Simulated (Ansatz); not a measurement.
# GeH₅OSi+ (SMILES [OH][GeH+][SiH3]): one structure at several levels

One table from this session's results is given with a row withheld; the runs are named, their logs left out.

The runs use Ansatz 0.2.0, Gaussian basis; single points in def2-TZVPP.

Cores are frozen in the correlated methods. Filled d shells of the heavier atoms are correlated. B3LYP uses VWN-RPA correlation.

## Starting geometry

SMILES `[OH][GeH+][SiH3]`, 8 atoms, charge 1, spin multiplicity 1.

Atoms are counted from 1 here; the program's logs count them from 0.

Bond lengths: O1–Ge2 1.654 Å, O1–H4 0.896 Å, Ge2–Si3 2.581 Å, Ge2–H5 1.554 Å, Si3–H6 1.522 Å, Si3–H7 1.464 Å, Si3–H8 1.415 Å. Angles: Ge2–O1–H4 134.4°, O1–Ge2–Si3 97.5°, O1–Ge2–H5 105.5°, Si3–Ge2–H5 157.0°, Ge2–Si3–H6 99.0°, Ge2–Si3–H7 101.4°, Ge2–Si3–H8 99.1°, H6–Si3–H7 116.0°, H6–Si3–H8 117.9°, H7–Si3–H8 117.5°.

Geometry (Å):

```
O    -1.3764    0.2819   -1.1154
Ge    0.0519    0.9438   -0.6079
Si    0.7058   -0.9082    1.0671
H    -2.0038    0.5235   -1.7082
H     0.2129    2.2573   -1.4222
H     1.0741   -0.0351    2.2575
H     1.8241   -1.5477    0.3709
H    -0.5225   -1.6097    1.1149
```

The first run:

Input file run/in.yaml:

```yaml
crystal:
  periodic: [false, false, false]
  atoms:
    - {symbol: O, position_ang: [-1.376400, 0.281900, -1.115400]}
    - {symbol: Ge, position_ang: [0.051900, 0.943800, -0.607900]}
    - {symbol: Si, position_ang: [0.705800, -0.908200, 1.067100]}
    - {symbol: H, position_ang: [-2.003800, 0.523500, -1.708200]}
    - {symbol: H, position_ang: [0.212900, 2.257300, -1.422200]}
    - {symbol: H, position_ang: [1.074100, -0.035100, 2.257500]}
    - {symbol: H, position_ang: [1.824100, -1.547700, 0.370900]}
    - {symbol: H, position_ang: [-0.522500, -1.609700, 1.114900]}
basis:
  gaussian: {orbitals: def2-TZVPP}
total_charge: 1
correlation: {method: ccsd_t}
output: {forces: true}
```

The command line of these runs was not kept.

Steps of the session up to this table: CCSD(T)/def2-TZVPP; PBE0-D4/def2-TZVPP; wB97M-V/def2-TZVPP; r2SCAN-D4/def2-TZVPP; PBE-D4/def2-TZVPP; B3LYP-D4/def2-TZVPP; SPW92/def2-TZVPP.

One table of the session follows, with a row left open; its other results are not shown here.

| method | RMS force component (eV/Å) | angle to CCSD(T) forces (°) |
| --- | --- | --- |
| CCSD(T) | 1.336 | reference |
| PBE0-D4 | ? | ? |
| wB97M-V | 1.321 | 2.4 |
| r2SCAN-D4 | 1.340 | 2.6 |
| PBE-D4 | 1.473 | 7.2 |
| B3LYP-D4 | 1.341 | 4.3 |
| SPW92 | 1.498 | 10.5 |

**Question.** Estimate the row for PBE0-D4.

As computed: RMS force component (eV/Å): 1.315; angle to CCSD(T) forces (°): 3.0. In the column «RMS force component (eV/Å)» it is the lowest.
